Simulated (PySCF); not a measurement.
# InCl (SMILES [Cl][In]) at 6 levels

Aim: a comparison of 6 runs (wB97X-V/STO-3G, MP2/STO-3G, BCCD(T)/STO-3G, QCISD(T)/STO-3G, CCSD(T)/STO-3G, FCI/STO-3G) of InCl. The job is set up through a Python script.

The calculation is run with PySCF 2.14.0.

14 further runs of the same task are left out: 4 that didn't finish, 10 set aside as unsound or not needed.

## 1. The structure to begin with

InCl has 2 atoms, charge 0, and is taken as a singlet. As SMILES, `[Cl][In]`. The Cl1–In2 distance was set to 5.248 Å, away from the relaxed value.

## 2. A single-point energy at wB97X-V/STO-3G (run 1)

File start.xyz:

```xyz
2
ClIn
Cl     0.000000     0.000000    -2.862840
In     0.000000     0.000000     2.385660
```

File calc.py:

```python
from pyscf import gto, dft

molecule = gto.M(
    atom='start.xyz',
    spin=0,
    basis='sto-3g',
    max_memory=1860,
    verbose=3,
)

mf = dft.RKS(molecule)
mf.xc = 'wb97x-v'
mf.grids.level = 5
mf.nlcgrids.level = 1
mf.conv_tol = 1e-10
mf.kernel()
if not mf.converged:
    mf = mf.newton().run(mf.mo_coeff, mf.mo_occ)

energy = mf.e_tot
print('Final energy', energy)
```

Run with:

```sh
$ OMP_NUM_THREADS=1 python calc.py
```

Output:

```text
converged SCF energy = -6139.538248817
Final energy -6139.538248817002
```

Wall time 9.6 s (1 thread of Arm Neoverse V2, shared host); peak memory 0.22 GiB.

## 3. A single-point energy at MP2/STO-3G (run 2)

File run.py:

```python
from pyscf import gto, mp

molecule = gto.M(
    atom=[
    ('Cl', (0.000000, 0.000000, -2.862840)),
    ('In', (0.000000, 0.000000, 2.385660)),
],
    verbose=3,
    max_memory=1860,
    basis='sto-3g',
)

mf = molecule.RHF()
mf.conv_tol = 1e-10
mf.kernel()
if not mf.converged:
    mf = mf.newton().run(mf.mo_coeff, mf.mo_occ)

pt = mp.MP2(mf, frozen=23).run()
e_tot = pt.e_tot
print(f'total energy: {e_tot:.8f} hartree')
```

Run with:

```sh
$ OMP_NUM_THREADS=1 python run.py
```

Output:

```text
SCF not converged.
SCF energy = -6137.3108927337
converged SCF energy = -6137.31176589951
E(RMP2) = -6137.33515067283  E_corr = -0.0233847733171494
E(SCS-RMP2) = -6137.33975088556  E_corr = -0.0279849860518086
total energy: -6137.33515067 hartree
```

Wall time 0.88 s (1 thread of Arm Neoverse V2, shared host); peak memory 0.12 GiB.

Runs 3 to 5 aren't shown in full; the table further down has their settings and results.

## 4. A single-point energy at FCI/STO-3G (run 6)

File input.py:

```python
from pyscf import gto, scf, mcscf
from pyscf import fci

system = gto.M(
    atom='Cl 0.000000 0.000000 -2.862840; In 0.000000 0.000000 2.385660',
    verbose=3,
    max_memory=1860,
    spin=0,
    basis='sto-3g',
    charge=0,
)

myscf = scf.RHF(system)
myscf.conv_tol = 1e-10
myscf.kernel()
if not myscf.converged:
    myscf = myscf.newton().run(myscf.mo_coeff, myscf.mo_occ)

cas = mcscf.CASCI(myscf, myscf.mo_coeff.shape[-1] - 23, (system.nelec[0] - 23, system.nelec[1] - 23))  # full CI above the frozen core
cas.fcisolver = fci.direct_spin0.FCI(system)  # even spin states alone
cas.kernel()
print('<S^2> = %.4f' % cas.fcisolver.spin_square(cas.ci, cas.ncas, cas.nelecas)[0])
etot = cas.e_tot
print('Final energy', etot)
```

Run with:

```sh
$ OMP_NUM_THREADS=1 python input.py
```

Output:

```text
SCF not converged.
SCF energy = -6137.3108927337
converged SCF energy = -6137.31176589951
CASCI E = -6137.35061609252  E(CI) = -80.9941762945409  S^2 = 0.0000000
<S^2> = 0.0000
Final energy -6137.350616092516
```

Run time: 2.1 s. Hardware: 1 thread of Arm Neoverse V2, shared host; peak memory 0.14 GiB.

## 5. Overview of the runs

| run | level | integration grid | nlc grid | energy (Eh) | dipole moment (D) of the reference | HOMO energy (eV) | LUMO energy (eV) | wall time |
| --- | --- | --- | --- | --- | --- | --- | --- | --- |
| 1 | wB97X-V/STO-3G | 5 | 1 | -6139.538249 | 18.51 | -1.97 | 1.04 | 9.6 s |
| 2 | MP2/STO-3G | – | – | -6137.335151 | 23.35 | -1.48 | 1.62 | 0.88 s |
| 3 | BCCD(T)/STO-3G | – | – | -6137.350610 | – | – | – | 2.2 s |
| 4 | QCISD(T)/STO-3G | – | – | -6137.350602 | 23.35 | -1.48 | 1.62 | 1.1 s |
| 5 | CCSD(T)/STO-3G | – | – | -6137.350591 | 23.35 | -1.48 | 1.62 | 1.2 s |
| 6 | FCI/STO-3G | – | – | -6137.350616 | 23.35 | -1.48 | 1.62 | 2.1 s |

## 6. What came out

```
                                           quantity           value
                                run 6: total energy  -6137.35062 Eh
        run 6: dipole moment (Hartree–Fock density)         23.35 D
         run 6: HOMO energy (Hartree–Fock orbitals)        -1.48 eV
         run 6: LUMO energy (Hartree–Fock orbitals)         1.62 eV
       run 6: HOMO–LUMO gap (Hartree–Fock orbitals)         3.10 eV
run 6: correlation energy (23 core orbitals frozen)       -38.9 mEh
```

**Reading.** Against full CI in this basis: MP2 +15.5 mEh; BCCD(T) +0.0 mEh; QCISD(T) +0.0 mEh; CCSD(T) +0.0 mEh. In runs 1, 2, 3, 4, 5, 6 the basis is minimal, so the values are rough. In runs 1, 2, 3, 4, 5, 6 relativity is left out where basis or elements ask for it. All runs together took 17 s, the longest 9.6 s.
